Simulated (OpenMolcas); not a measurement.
**Eu³⁺ among point charges: CASSCF levels and susceptibility**

How does a field of 8 point charges split the states of Eu³⁺, and what χT follows?

Method: state-averaged CASSCF, spin-orbit coupling by RASSI with atomic mean-field integrals. Code: OpenMolcas 26.06.

**1. The system**

* Species: Eu³⁺ (europium, Z = 63, 60 electrons)
* Basis: ANO-RCC-VDZP [7s6p4d2f1g], 68 functions
* Scalar Hamiltonian: DKH2, point nucleus
* Inactive shells: 1s 2s 2p 3s 3p 3d 4s 4p 4d 5s 5p
* Active space: 6 electrons in 7 orbitals (4f)
* Some configurations of this space: 4f6
* Orbitals: optimised for the highest spin of each parity, averaged over all roots

The outer shells:

4f6
```
4f [↑ ][↑ ][↑ ][↑ ][↑ ][↑ ][  ]
```

The ion sits among 8 point charges of -1 e arranged as a hexagonal bipyramid (D6h), 2.56 Å from the ion, with the axial distance 2.381 Å.

The work runs as a chain of OpenMolcas steps in one folder; each step below is one input file. Labels, J, g values, rates, χT and fits are worked out afterwards by a script from the matrices that RASSI stores. The input lists half of the charges; inversion (Group=XYZ) makes the rest.

**2. Basis and integrals**

a.inp

```
&GATEWAY
Coord
1

Eu 0.0 0.0 0.0
Basis=ANO-RCC-VDZP
Group=XYZ
NoMove
AngMom=0.0 0.0 0.0
AMFI
XField
4 Angstrom 0
2.560000 0.000000 0.000000 -1.000000
1.280000 2.217025 0.000000 -1.000000
1.280000 -2.217025 0.000000 -1.000000
0.000000 0.000000 2.380800 -1.000000
&SEWARD
```

On the command line:

```sh
$ OMP_NUM_THREADS=1 MOLCAS_MEM=2252 MOLCAS_PROJECT=a pymolcas a.inp > a.log
```

The log of the run:

```text
Basis set label: EU.ANO-RCC...7S6P4D2F1G.

      Electronic valence basis set:
      ------------------
      Associated Effective Charge  63.000000 au
      Associated Actual Charge     63.000000 au
      Nuclear Model: Point charge

      Shell  nPrim  nBasis  Cartesian Spherical Contaminant
         s      25       7        X
         p      22       6        X
         d      15       4                 X
         f      11       2                 X
         g       4       1                 X
                  Relativistic Douglas-Kroll-Hess integrals:
                    - DKH order of Hamiltonian: 2
                    - DKH order of Properties : 0
                  Atomic mean-field integrals
```

**3. CASSCF: septets of even parity, 7 roots**

a.inp

```
&RASSCF
FileOrb=start.orb
Symmetry=1
Spin=7
nActEl=6 0 0
Inactive=15 12
Ras2=0 7
CIRoot=7 7 1
SDav=7
CIMx=300
Iter=120 100
PrWF=0.3
OrbListing=Nothing
MaxOrb=0
>>> COPY $Project.JobIph JOB001
```

start.orb holds the contracted functions of the basis, ordered by shell, or the orbitals of the step before.

The log of the run (excerpt; [...] marks lines left out):

```text
[...]
      Number of active orbitals                  7
[...]
      Spin quantum number                      3.0
[...]
      Active orbitals                            0   7
[...]
      Number of CSFs                             7
      Number of root(s) required                 7
[...]
      Convergence after 10 iterations
[...]
      Natural orbitals and occupation numbers for root  1
      sym 2:   1.000000   1.000000   1.000000   1.000000   1.000000   1.000000   0.000000
      Natural orbitals and occupation numbers for root  2
      sym 2:  -0.000000   1.000000   1.000000   1.000000   1.000000   1.000000   1.000000
      Natural orbitals and occupation numbers for root  3
      sym 2:   1.000000   1.000000   1.000000  -0.000000   1.000000   1.000000   1.000000
::    RASSCF root number  1 Total energy: -10838.58396533
::    RASSCF root number  2 Total energy: -10838.58366827
::    RASSCF root number  3 Total energy: -10838.58265301
::    RASSCF root number  4 Total energy: -10838.58228776
::    RASSCF root number  5 Total energy: -10838.58228776
::    RASSCF root number  6 Total energy: -10838.58202875
::    RASSCF root number  7 Total energy: -10838.58202875
```

**4. Reference wave functions, quintets of even parity, 140 roots**

a.inp

```
&RASSCF
FileOrb=start.orb
Symmetry=1
Spin=5
nActEl=6 0 0
Inactive=15 12
Ras2=0 7
CIRoot=140 140 1
SDav=140
CIMx=300
Iter=120 100
PrWF=0.3
OrbListing=Nothing
MaxOrb=0
CIOnly
>>> COPY $Project.JobIph JOB002
```

The log of the run (excerpt; [...] marks lines left out):

```text
[...]
      Number of active orbitals                  7
[...]
      Spin quantum number                      2.0
[...]
      Active orbitals                            0   7
[...]
      Number of CSFs                           140
      Number of root(s) required               140
[...]
      Natural orbitals and occupation numbers for root  1
      sym 2:   0.780651   0.828697   0.906135   0.922802   0.904845   0.895465   0.761405
      Natural orbitals and occupation numbers for root  2
      sym 2:   0.780653   0.906168   0.895464   0.922803   0.904812   0.828697   0.761404
      Natural orbitals and occupation numbers for root  3
      sym 2:   0.909493   0.885686   0.782946   0.768350   0.923037   0.912019   0.818469
::    RASSCF root number  1 Total energy: -10838.47220333
::    RASSCF root number  2 Total energy: -10838.47220333
::    RASSCF root number  3 Total energy: -10838.47208874
[...]
::    RASSCF root number 27 Total energy: -10838.45022345
::    RASSCF root number 28 Total energy: -10838.45017050
::    RASSCF root number 29 Total energy: -10838.45010225
::    RASSCF root number 30 Total energy: -10838.45006998
```

CIOnly: the orbitals of an earlier block are kept, and only the CI is solved.

**5. Reference wave functions, triplets of even parity, 162 roots**

a.inp

```
&RASSCF
FileOrb=start.orb
Symmetry=1
Spin=3
nActEl=6 0 0
Inactive=15 12
Ras2=0 7
CIRoot=162 162 1
SDav=588
CIMx=300
Iter=120 100
PrWF=0.3
OrbListing=Nothing
MaxOrb=0
CIOnly
>>> COPY $Project.JobIph JOB003
```

On the command line:

```sh
$ OMP_NUM_THREADS=1 MOLCAS_MEM=2252 MOLCAS_PROJECT=a pymolcas a.inp > a.log
```

The log of the run (excerpt; [...] marks lines left out):

```text
[...]
      Number of active orbitals                  7
[...]
      Spin quantum number                      1.0
[...]
      Active orbitals                            0   7
[...]
      Number of CSFs                           588
      Number of root(s) required               162
[...]
      Natural orbitals and occupation numbers for root  1
      sym 2:   0.867622   0.858287   0.862305   0.850118   0.858287   0.862305   0.841075
      Natural orbitals and occupation numbers for root  2
      sym 2:   0.862373   0.860252   0.867253   0.851127   0.863214   0.865784   0.829997
      Natural orbitals and occupation numbers for root  3
      sym 2:   0.863953   0.866660   0.863550   0.851075   0.859227   0.865501   0.830035
::    RASSCF root number  1 Total energy: -10838.37863082
::    RASSCF root number  2 Total energy: -10838.37862376
::    RASSCF root number  3 Total energy: -10838.37862376
[...]
::    RASSCF root number 27 Total energy: -10838.36909559
::    RASSCF root number 28 Total energy: -10838.36907992
::    RASSCF root number 29 Total energy: -10838.36904582
::    RASSCF root number 30 Total energy: -10838.36904582
```

CIOnly: the orbitals of an earlier block are kept, and only the CI is solved.

**6. RASSI: spin-orbit coupling between the states**

a.inp

```
&RASSI
NrOfJobIphs=2 7 77
1 2 3 4 5 6 7
1 2 3 4 5 6 7 8 9 10 11 12 13 14 15 16 17 18 19 20 21 22 23 24 25 26 27
28 29 30 31 32 33 34 35 36 37 38 39 40 41 42 43 44 45 46 47 48 49 50 51
52 53 54 55 56 57 58 59 60 61 62 63 64 65 66 67 68 69 70 71 72 73 74 75
76 77
IphNames
JOB001
JOB002
EJob
SpinOrbit
DIPRint=1.0
SOCoupling=1000.0
Subsets=2
Property=9
'ANGMOM' 1 'ANGMOM' 2 'ANGMOM' 3 'MLTPL  1' 1 'MLTPL  1' 2 'MLTPL  1' 3
'AMFI' 1 'AMFI' 2 'AMFI' 3
SOProperty=3
'ANGMOM' 1 'ANGMOM' 2 'ANGMOM' 3
```

The log of the run (excerpt; [...] marks lines left out):

```text
SPIN-FREE ENERGIES:
  (Shifted by EMIN (a.u.) =     -10838.5839653321)
 SF State       Relative EMIN(au)   Rel lowest level(eV)    D:o, cm**(-1)      L_eff
     1             0.0000000000        0.0000000000              0.0000         3.0
     2             0.0002970638        0.0080835166             65.1980         3.0
     3             0.0013123250        0.0357101822            288.0220         3.0
     4             0.0016775767        0.0456491889            368.1855         3.0
     5             0.0016775767        0.0456491889            368.1855         3.0
     6             0.0019365802        0.0526970314            425.0302         3.0
     7             0.0019365802        0.0526970314            425.0302         3.0
     8             0.1117620024        3.0411990141          24528.9243         2.0
     9             0.1117620024        3.0411990141          24528.9243         2.0
    10             0.1118765924        3.0443171666          24554.0739         2.0
[...]
Eigenvalues of complex Hamiltonian:
   -----------------------------------
  (Shifted by EMIN (a.u.) =     -10838.5839653321)
 SO State       Relative EMIN(au)   Rel lowest level(eV)    D:o, cm**(-1)     J-value
     1            -0.0165228897        0.0000000000              0.0000         0.1
     2            -0.0154215449        0.0299691171            241.7172         1.0
     3            -0.0146285461        0.0515477148            415.7604         0.7
     4            -0.0146285461        0.0515477140            415.7604         0.7
     5            -0.0123716385        0.1129612978            911.0943         2.0
     6            -0.0118769825        0.1264215750           1019.6588         1.8
     7            -0.0118769824        0.1264215757           1019.6588         1.8
     8            -0.0116914851        0.1314692147           1060.3707         1.0
     9            -0.0116914851        0.1314692151           1060.3707         1.0
    10            -0.0080681466        0.2300652799           1855.6016         2.4
    11            -0.0080681466        0.2300652800           1855.6016         2.4
[...]
```

Time for these steps: 41 s (1 thread of Intel Xeon 6975P-C (Granite Rapids), shared host).

States without spin-orbit coupling:

| state | degeneracy | E (cm-1) | free-ion L (%) |
| --- | --- | --- | --- |
| septet | 1 | 0 | F (100) |
| septet | 1 | 65 | F (100) |
| septet | 1 | 288 | F (100) |
| septet | 2 | 368 | F (100) |
| septet | 2 | 425 | F (100) |
| quintet | 2 | 24529 | D (100) |
| quintet | 2 | 24554 | D (100) |
| quintet | 1 | 24627 | D (100) |
| quintet | 2 | 27925 | L (100) |
| quintet | 1 | 27933 | L (100) |
| quintet | 1 | 27934 | L (100) |
| quintet | 2 | 27967 | L (100) |
| quintet | 1 | 28021 | L (100) |
| quintet | 2 | 28028 | L (100) |
| quintet | 1 | 28045 | L (100) |
| quintet | 2 | 28098 | L (100) |
| quintet | 2 | 28144 | L (100) |
| quintet | 1 | 28160 | L (100) |
| quintet | 2 | 28246 | L (100) |
| quintet | 2 | 29199 | G (100) |
| quintet | 1 | 29336 | G (100) |
| quintet | 2 | 29353 | G (100) |
| quintet | 1 | 29365 | G (100) |
| quintet | 1 | 29380 | G (100) |

With spin-orbit coupling:

| E (cm-1) | Degeneracy | 2S+1 | J | abs mJ (%) | g |
| --- | --- | --- | --- | --- | --- |
| 0.0 | 1 | 7 | 0.13 | 0 (100) |  |
| 241.7 | 1 | 7 | 1.04 | 0 (100) |  |
| 415.8 | 2 | 7 | 1.03 | 1 (100) | 0.00 0.00 2.37 |
| 911.1 | 1 | 7 | 1.98 | 0 (100) |  |
| 1020 | 2 | 7 | 2.02 | 1 (100) | 0.00 0.00 2.70 |
| 1060 | 2 | 7 | 2.01 | 2 (100) | 0.00 0.00 5.70 |
| 1856 | 2 | 7 | 3.02 | 2 (100) | 0.00 0.00 5.70 |
| 1894 | 2 | 7 | 2.99 | 1 (100) | 0.00 0.00 3.50 |
| 1911 | 1 | 7 | 2.98 | 0 (100) |  |
| 1919 | 1 | 7 | 3.02 | 3 (100) |  |
| 1935 | 1 | 7 | 3.01 | 3 (100) |  |
| 2826 | 1 | 7 | 4.01 | 3 (100) |  |
| 2855 | 1 | 7 | 4.00 | 3 (100) |  |
| 2902 | 2 | 7 | 3.99 | 2 (83) | 0.00 0.00 3.37 |
| 2931 | 2 | 7 | 4.02 | 4 (83) | 0.00 0.00 8.63 |
| 2971 | 2 | 7 | 3.99 | 1 (100) | 0.00 0.00 3.28 |
| 2993 | 1 | 7 | 4.00 | 0 (100) |  |
| 3975 | 2 | 7 | 5.02 | 5 (100) | 0.00 0.00 14.65 |
| 3983 | 2 | 7 | 4.99 | 4 (99) | 0.00 0.00 12.06 |
| 4020 | 1 | 7 | 4.99 | 3 (100) |  |
| 4037 | 1 | 7 | 4.99 | 3 (100) |  |
| 4088 | 2 | 7 | 4.99 | 2 (99) | 0.00 0.00 6.17 |
| 4138 | 2 | 7 | 5.00 | 1 (100) | 0.00 0.00 3.16 |
| 4157 | 1 | 7 | 5.00 | 0 (100) |  |

The table of states holds 24 of 56 computed; the rest, higher up, is left out. Principal g values are given for doublets only; a zero marks a field direction without first-order Zeeman splitting.

Powder χT (cm³ K/mol): 0.01 at 2 K, 0.03 at 5 K, 0.06 at 10 K, 0.13 at 20 K, 0.32 at 50 K, 0.64 at 100 K, 0.90 at 150 K, 1.09 at 200 K, 1.24 at 250 K, 1.36 at 300 K.

Orbitals of the lowest block (energies include the constant potential of the surroundings):

| shell | space | energy (hartree) | mean occupation | ⟨r²⟩ (bohr²) |
| --- | --- | --- | --- | --- |
| 1s | inactive | -1789.1630 | 2.000 | 0.000645 |
| 2s | inactive | -297.8771 | 2.000 | 0.0106 |
| 2p | inactive | -265.7002 | 6.000 | 0.00853 |
| 3s | inactive | -67.0304 | 2.000 | 0.0706 |
| 3p | inactive | -56.7426 | 6.000 | 0.0707 |
| 3d | inactive | -42.7103 | 10.000 | 0.0598 |
| 4s | inactive | -13.7450 | 2.000 | 0.361 |
| 4p | inactive | -10.2435 | 6.000 | 0.406 |
| 4d | inactive | -5.1829 | 10.000 | 0.496 |
| 4f | RAS2 |  | 6.000 | 0.912 |
| 5s | inactive | -1.3868 | 2.000 | 2.15 |
| 5p | inactive | -0.4165 | 6.000 | 2.80 |

**7. Summary of results**

```
                                            quantity                               value
                                              method                              CASSCF
                              spin-free ground state  septet, 1-fold in its orbital part
first state of the same spin within the active space                 septet at 65.2 cm⁻¹
                                        lowest level                              1-fold
                                          next level                          241.7 cm⁻¹
                                         χT at 300 K                      1.36 cm³ K/mol
                           effective moment at 300 K                             3.30 μB
```

What this shows: The spin-free ground state (septet) comes to 100 % from free-ion F terms and keeps the highest spin of the shell. The quintets, triplets rest on orbitals optimised for another spin in at least one step, which raises them against the optimised states. Not all states of the active space went into the spin-orbit step. High states of lower spin are left out of the spin-orbit mixing, and CASSCF puts spin-flip levels too high. This is an electrostatic model: the charges have no orbitals.
